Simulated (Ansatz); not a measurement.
# Y2Si2F: the cost of one run

Computed with Ansatz 0.2.0 (DFT PBE, scalar-relativistic, plane waves, PAW, unless a step's input says otherwise).

## (1) The system as given

It takes space group P4/mmm (No. 123, tetragonal). Conventional cell: a = 4.166 Å, b = 4.166 Å, c = 5.651 Å, α = 90.00°, β = 90.00°, γ = 90.00°. Y (site symmetry 4mm) has 4 Si at 2.55 Å and 2 Y at 2.71 to 2.94 Å and 4 F at 3.24 Å in its first shell of neighbours. Si (site symmetry mmm) has 4 Y at 2.55 Å in its first shell of neighbours. Around F (site symmetry 4/mmm) lie 8 Y at 3.24 Å.

As a file:

```xyz
5
Lattice="4.1656 0.0000 0.0000 0.0000 4.1656 0.0000 0.0000 0.0000 5.6505" Properties=species:S:1:pos:R:3 pbc="T T T"
Y     2.0828    2.0828    1.3561
Y     2.0828    2.0828    4.2944
Si    0.0000    2.0828    2.8253
Si    2.0828    0.0000    2.8253
F     0.0000    0.0000    0.0000
```

Recipe of the guess: species swapped into a database cell of CeMg2Si2 (P4/mmm, No. 123), with F on the Ce sites, Si on the Mg sites and Y on the Si sites. The dimensions are guesses.

## (2) Probe: one point on a coarse mesh

Contents of input.yaml:

```yaml
crystal:
  lattice:
    - [4.16562153, 0.0, 0.0]
    - [0.0, 4.16562153, 0.0]
    - [0.0, 0.0, 5.65054296]
  atoms:
    - { symbol: "Y", position: [0.5, 0.5, 0.23999999] }
    - { symbol: "Y", position: [0.5, 0.5, 0.76000001] }
    - { symbol: Si, position: [0.0, 0.5, 0.5] }
    - { symbol: Si, position: [0.5, 0.0, 0.5] }
    - { symbol: F, position: [0.0, 0.0, 0.0] }
basis:
  ecutwfc: 420
kpoints:
  mp_grid: { grid: [4, 4, 4] }
hamiltonian:
  xc: pbe
scf:
  occupations: { method: gaussian, width: 0.1 }
  lower_state_search: "off"
output:
  forces: true
  stress: true
  eigenvalues: true
```

Started as:

```bash
$ ansatz run input.yaml --threads 1 --pin off --max-ram 2560MiB --backend cpu --events-out ev --progress --plain --runs-dir out
```

**Question.** How long does this run take on 1 thread of AMD EPYC 9R45 (Zen 5), shared host, and how much memory does it need?

About 1.4 s, with a peak of 0.39 GiB.
